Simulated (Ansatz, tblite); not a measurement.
# The cluster Cd₆Cl₂CuTe₆: one state, many levels

How do method and basis change the picture of the cluster Cd₆Cl₂CuTe₆ (doublet)?

Program: Ansatz 0.2.0, Gaussian basis. Level of theory: as each input shows. These are calculated values, not measurements.

The runs, in order: GFN1-xTB, GFN2-xTB, PBE-D4/def2-TZVP, r2SCAN-D4/def2-TZVP, r2SCAN0-D4/def2-TZVP, BHLYP-D4/def2-TZVP, HF/def2-TZVP, PBE-D4/def2-SVP, PBE0-D4/def2-SVP, MP2/def2-SVP, RPA/def2-SVP.

1 further run of the same task is left out (set aside as unsound or not needed).

### Step 1. The relaxed structure

The geometry is that of the doublet, from an earlier relaxation (PBE-D4/def2-SVP).

15 atoms, charge 0, spin multiplicity 2.

Bond lengths: Cd1–Te9 2.726 Å, Cd1–Te10 2.853 Å, Cd1–Cl15 2.600 Å, Cd2–Te8 2.916 Å, Cd2–Te11 2.708 Å, Cd2–Cl14 2.483 Å, Cd3–Te8 3.101 Å, Cd3–Te9 2.812 Å, Cd3–Te12 2.874 Å, Cd3–Cl14 2.701 Å, Cu4–Te8 2.618 Å, Cu4–Te9 2.624 Å, Cu4–Te13 2.634 Å, Cd5–Te10 2.730 Å, Cd5–Te13 2.680 Å, Cd6–Te8 3.284 Å, Cd6–Te11 2.811 Å, Cd6–Te12 2.917 Å and more. Angles: Te9–Cd1–Te10 125.3°, Te9–Cd1–Cl15 112.1°, Te10–Cd1–Cl15 94.3°, Te8–Cd2–Te11 85.8°, Te8–Cd2–Cl14 100.1°, Te11–Cd2–Cl14 163.0°, Te8–Cd3–Te9 83.2°, Te8–Cd3–Te12 108.3°, Te8–Cd3–Cl14 91.0°, Te9–Cd3–Te12 130.2°, Te9–Cd3–Cl14 134.7°, Te12–Cd3–Cl14 94.3°, Te8–Cu4–Te9 97.3°, Te8–Cu4–Te13 113.5°, Te9–Cu4–Te13 149.2°, Te10–Cd5–Te13 165.5°, Te8–Cd6–Te11 77.4°, Te8–Cd6–Te12 102.6° and more.

Cd, Te take a core potential in the def2 sets. No spin-orbit coupling is included.

PBE0-D4/def2-TZVP was run before; its log isn't repeated, and its numbers join the tables.

### Step 2. GFN1-xTB

Tight binding, by tblite at 300 K electronic temperature and without a spin-polarisation term:

```python
tblite.interface.Calculator('GFN1-xTB', numbers, positions, charge=0, uhf=1).singlepoint()
```

Energy -1122.9197 eV; 0.054 s.

### Step 3. GFN2-xTB

Tight binding, by tblite at 300 K electronic temperature and without a spin-polarisation term:

```python
tblite.interface.Calculator('GFN2-xTB', numbers, positions, charge=0, uhf=1).singlepoint()
```

Energy -966.9901 eV; 0.12 s.

### Step 4. PBE-D4/def2-TZVP

start.molden holds the orbitals of an earlier run on this state, given as this run's starting guess.

in.yaml reads:

```yaml
crystal:
  periodic: [false, false, false]
  atoms:
    - {symbol: Cd, position_ang: [1.164766, -3.423930, -0.182196]}
    - {symbol: Cd, position_ang: [-1.770461, 2.764682, -1.899700]}
    - {symbol: Cd, position_ang: [-0.599109, -0.142138, -1.441038]}
    - {symbol: Cu, position_ang: [-1.472618, -0.491485, 1.351851]}
    - {symbol: Cd, position_ang: [0.934283, -1.198067, 2.549379]}
    - {symbol: Cd, position_ang: [-0.363199, 2.166872, 1.256624]}
    - {symbol: Cd, position_ang: [2.891669, -0.750069, -0.240659]}
    - {symbol: Te, position_ang: [-3.132504, 0.974905, -0.044519]}
    - {symbol: Te, position_ang: [-1.419687, -2.559907, -0.261596]}
    - {symbol: Te, position_ang: [3.085901, -2.702354, 1.800084]}
    - {symbol: Te, position_ang: [-1.581764, 4.468197, 0.196900]}
    - {symbol: Te, position_ang: [1.615995, 1.574534, -0.803221]}
    - {symbol: Te, position_ang: [-0.703475, 0.644151, 3.600781]}
    - {symbol: Cl, position_ang: [-1.219136, 1.168285, -3.719653]}
    - {symbol: Cl, position_ang: [2.569341, -2.493686, -2.163045]}
basis:
  gaussian: {orbitals: def2-TZVP, fitting: {mean_field: def2-universal-jkfit}, initial_orbitals: start.molden}
magnetization: {spin_polarized: true, initial_magnetization: 1}
hamiltonian: {xc: pbe, dispersion: d4}
scf: {omitted_lower_state_checks: [starts]}
output: {orbitals: {seedname: orbitals}}
```

Launch:

```sh
ansatz run in.yaml --threads 2 --pin off --events-out ev --progress --plain --max-ram 32768MiB --backend cuda --devices 0, --max-vram 18GiB
```

After this run come: r2SCAN-D4/def2-TZVP; r2SCAN0-D4/def2-TZVP; BHLYP-D4/def2-TZVP; HF/def2-TZVP; PBE-D4/def2-SVP; PBE0-D4/def2-SVP; MP2/def2-SVP; RPA/def2-SVP.

Q: Predict the results of all the runs planned. Wanted: gap in def2-TZVP, named functionals and Hartree-Fock, smallest and largest; correlation energy, MP2/def2-SVP; binding an atom, functionals in def2-TZVP; ⟨S²⟩ in def2-TZVP, named functionals and Hartree-Fock, smallest and largest; PBE0 total energy, smallest basis above largest.

The runs gave:

```
                                                                   quantity                                value
 gap in def2-TZVP, named functionals and Hartree-Fock, smallest and largest       0.56 eV (PBE-D4), 6.55 eV (HF)
                                           correlation energy, MP2/def2-SVP                            -97.85 eV
                                  binding an atom, functionals in def2-TZVP  1.84 (BHLYP-D4) to 2.00 eV (PBE-D4)
⟨S²⟩ in def2-TZVP, named functionals and Hartree-Fock, smallest and largest                         0.754, 0.785
                            PBE0 total energy, smallest basis above largest       22.89 eV (def2-SVP, def2-TZVP)
```

What this shows: Orbital gaps of the named functionals and Hartree-Fock in def2-TZVP span 0.56 eV (PBE-D4) to 6.55 eV (HF); exact exchange widens it. Over the named functionals and Hartree-Fock in def2-TZVP spin contamination reaches 0.04 (HF), which is small.
